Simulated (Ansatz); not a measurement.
# FGeH₄Si+ (SMILES F[SiH+][GeH3]): single points off equilibrium

An exercise on one series of results from a longer session: the logs are not shown, and one member is left open.

Program: Ansatz 0.2.0, Gaussian basis. Level of theory: single points in def2-TZVPP. These are calculated values, not measurements.

Correlated methods freeze the cores. Filled d shells of the heavier atoms are correlated. B3LYP uses VWN-RPA correlation.

### The starting structure

SMILES `F[SiH+][GeH3]`, 7 atoms, charge 1, spin multiplicity 1.

Atoms are counted from 1 here; the program's logs count them from 0.

Bond lengths: F1–Si2 1.579 Å, Si2–Ge3 2.395 Å, Si2–H4 1.493 Å, Ge3–H5 1.453 Å, Ge3–H6 1.524 Å, Ge3–H7 1.483 Å. Angles: F1–Si2–Ge3 108.7°, F1–Si2–H4 103.1°, Ge3–Si2–H4 148.1°, Si2–Ge3–H5 107.6°, Si2–Ge3–H6 101.3°, Si2–Ge3–H7 105.7°, H5–Ge3–H6 115.3°, H5–Ge3–H7 112.0°, H6–Ge3–H7 113.7°.

Coordinates:

```xyz
7

F    -1.33410   -1.40630    1.15930
Si   -0.37560   -1.22900   -0.08270
Ge    0.43770    1.02370   -0.10930
H    -0.40980   -2.57310   -0.73280
H     0.01530    1.62810   -1.36120
H    -0.21830    1.59160    1.14320
H     1.91390    0.91910   -0.01440
```

The first run:

File run/in.yaml:

```yaml
crystal:
  periodic: [false, false, false]
  atoms:
    - {symbol: F, position_ang: [-1.334100, -1.406300, 1.159300]}
    - {symbol: Si, position_ang: [-0.375600, -1.229000, -0.082700]}
    - {symbol: Ge, position_ang: [0.437700, 1.023700, -0.109300]}
    - {symbol: H, position_ang: [-0.409800, -2.573100, -0.732800]}
    - {symbol: H, position_ang: [0.015300, 1.628100, -1.361200]}
    - {symbol: H, position_ang: [-0.218300, 1.591600, 1.143200]}
    - {symbol: H, position_ang: [1.913900, 0.919100, -0.014400]}
basis:
  gaussian: {orbitals: def2-TZVPP}
total_charge: 1
correlation: {method: ccsd_t}
output: {forces: true}
```

The command line of these runs was not kept.

Among the steps run: CCSD(T)/def2-TZVPP; PBE0-D4/def2-TZVPP; wB97M-V/def2-TZVPP; r2SCAN-D4/def2-TZVPP; PBE-D4/def2-TZVPP; CAM-B3LYP-D4/def2-TZVPP; B3LYP-D4/def2-TZVPP.

One of the session's tables, all rows but one given; the rest of the session is left out.

```
      method  RMS force component (eV/Å)  angle to CCSD(T) forces (°)
     CCSD(T)                       0.569                    reference
     PBE0-D4                       0.578                          8.6
     wB97M-V                       0.543                          4.9
   r2SCAN-D4                       0.536                         10.9
      PBE-D4                           ?                            ?
CAM-B3LYP-D4                       0.576                          2.6
    B3LYP-D4                       0.556                          8.2
```

**Question.** Estimate the row for PBE-D4.

The run gave: RMS force component (eV/Å): 0.518; angle to CCSD(T) forces (°): 30.4. In the column «RMS force component (eV/Å)» it is the lowest.
